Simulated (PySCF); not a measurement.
# IrO₃⁺: structure of the singlet

The task is one start of a wider search on IrO₃⁺: the singlet, from a T-shaped start. It is relaxed, tested by its Hessian and followed downhill if it is a saddle.

The runs use PySCF 2.14.0; B3LYP, basis Ir def2-SVP with ECP60, O def2-SVP, scalar-relativistic core potentials, no spin–orbit coupling, density fitting.

## Step 1: The starting structure

4 atoms, charge 1, spin multiplicity 1.

Bond lengths: Ir1–O2 1.686 Å, Ir1–O3 1.686 Å, Ir1–O4 1.686 Å. Angles: O2–Ir1–O3 88.0°, O2–Ir1–O4 88.0°, O3–Ir1–O4 176.0°.

Coordinates in bohr (charge 1 multiplicity 1):
```
Ir    0.0000    0.0000    0.0000
O     0.0000    0.0000    3.1853
O     3.1834    0.0000    0.1111
O    -3.1834    0.0000    0.1111
```

## Step 2: First SCF at the start

One driver script runs all steps and calls PySCF; scf.py shows how it sets up the SCF of each step. The optimiser is the driver's own. After this first run the driver tries any further starts and a stability analysis.

File scf.py:

```python
from pyscf import gto, scf, dft
mol = gto.M(atom='''
Ir     0.000000     0.000000     0.000000
O      0.000000     0.000000     1.685600
O      1.684600     0.000000     0.058800
O     -1.684600     0.000000     0.058800''',
    basis={'Ir': 'def2-SVP', 'O': 'def2-SVP'},
    ecp={'Ir': 'def2-SVP'},
    charge=1, spin=0)
mf = dft.RKS(mol, xc='B3LYP')
mf.grids.atom_grid = (50, 194)
aux = {'Ir': 'def2-universal-JKFIT', 'O': 'def2-universal-JKFIT'}
mf = mf.density_fit(auxbasis=aux)
mf.conv_tol = 1e-08
mf.diis_space = 10
mf.max_cycle = 60
mf.init_guess = 'minao'
mf.verbose = 4
mf.kernel()
```

Launch:

```
OMP_NUM_THREADS=2 python axn.py task.json out
```

Further steps of the session: Relaxation: T-shaped start, singlet; Hessian and properties.

Q: Predict the outcome of this session. Wanted: minimum; geometry; wavenumbers; dipole moment; highest occupied, lowest empty level; polar-tensor charge of Ir1; zero-point energy.

**Answer**, as computed:

| quantity | value |
| --- | --- |
| minimum | singlet, D3h |
| geometry | Ir–O 1.684 Å (×3); O–Ir–O 120.0° (×3) |
| wavenumbers (cm⁻¹) | 148 (a2''), 297 (e'), 984 (e'), 1022 (a1') |
| dipole moment (centre of mass) | 0.00 D |
| highest occupied, lowest empty level | -17.31, -13.37 eV |
| polar-tensor charge of Ir1 | +1.51 e |
| zero-point energy | 22.3 kJ/mol |
| entropy at 298.15 K | 290.9 J/(mol K) |

In words: From C2v at the start the molecule goes to a D3h minimum. In the infrared the band at 984 cm⁻¹ (e', stretch) leads. Other starts or spin states, not run here, may lie lower. With an element this heavy the missing spin–orbit coupling can shift these numbers.
